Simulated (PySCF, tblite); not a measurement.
**C5H8FN3: infrared bands and NMR shifts**

Aim: predict the infrared bands and NMR shifts of C5H8FN3 (`CCc1c(F)nnn1C`).

The runs use tblite 0.8.0 and PySCF 2.14.0, with density-fitted response routines of our own; the level of theory stands in each step. All values are computed, except where a source is named. Atoms count from 0, in the outputs and in this text.

### 1 The starting structure

17 atoms, charge 0, multiplicity 1; geometry from: GFN2-xTB.

Bonds of the start (Å): C0–C1 1.53, C1–C2 1.48, C2–C3 1.39, C3–F4 1.33, C3–N5 1.34, N5–N6 1.28, N6–N7 1.33, N7–C8 1.43, N7–C2 1.36, C0–H9 1.09, C0–H10 1.09, C0–H11 1.09, C1–H12 1.09, C1–H13 1.09, C8–H14 1.09, C8–H15 1.09, C8–H16 1.09.

### 2 Vibrational analysis with GFN2-xTB

Job settings and geometry (Å):

```
{"job": {"kind": "ir", "xc": "GFN2-xTB", "basis": "xTB"}, "charge": 0, "multiplicity": 1}
C     -1.572189    -1.264365    -0.513916
C     -1.023846    -0.464642     0.670947
C     -0.172221     0.661282     0.210407
C     -0.468413     1.972486    -0.125158
F     -1.657089     2.564844    -0.067214
N      0.639933     2.602047    -0.526039
N      1.612136     1.768933    -0.465790
N      1.161104     0.598591    -0.032037
C      2.050484    -0.510772     0.141104
H     -2.186645    -2.085961    -0.155850
H     -0.763580    -1.673655    -1.115656
H     -2.182804    -0.625859    -1.147476
H     -1.857434    -0.055017     1.244517
H     -0.443979    -1.119936     1.324971
H      1.754480    -1.346039    -0.494840
H      3.045487    -0.172665    -0.140277
H      2.057580    -0.837242     1.182394
```

**Question.** This job is followed by: GIAO PBE0/pcSseg-1 NMR shielding, non-relativistic, gas phase. What will the session give for the following? strongest single infrared mode (GFN2-xTB); zero-point energy (GFN2-xTB); 13C shifts against TMS (PBE0/pcSseg-1); 1H shifts against TMS (PBE0/pcSseg-1, means over atoms taken as alike); 19F shifts against CFCl3 (PBE0/pcSseg-1); 15N shifts against NH3 (PBE0/pcSseg-1).

The runs gave:

| quantity | value |
| --- | --- |
| strongest single infrared mode (GFN2-xTB) | 1584 cm⁻¹, 112 km/mol |
| zero-point energy (GFN2-xTB) | 83.3 kcal/mol |
| 13C shifts against TMS (PBE0/pcSseg-1) | 169.3, 126.8, 35.8, 19.2, 16.8 ppm |
| 1H shifts against TMS (PBE0/pcSseg-1, means over atoms taken as alike) | 4.05, 2.78, 1.21 ppm |
| 19F shifts against CFCl3 (PBE0/pcSseg-1) | -159.5 ppm |
| 15N shifts against NH3 (PBE0/pcSseg-1) | 381.7, 356.5, 253.6 ppm |

All 45 modes are real, so the xTB geometry is a minimum. The strongest single mode, at 1584 cm⁻¹, moves mainly C2 and C3. GFN2-xTB is a fitted tight-binding method: band positions and strengths are rough. Its intensities can rank the bands wrongly. H14, H15, H16 (mean) (hydrogen on a methyl carbon bonded to N) lies farthest downfield among hydrogen, at 4.05 ppm; its carbon carries N, which withdraws density. At PBE0/pcSseg-1: The largest span, 489 ppm, is at N5, where the paramagnetic term is -419 ppm. NICS(1)zz of -30 ppm above the planar ring from C2 marks a diatropic (aromatic) ring current.
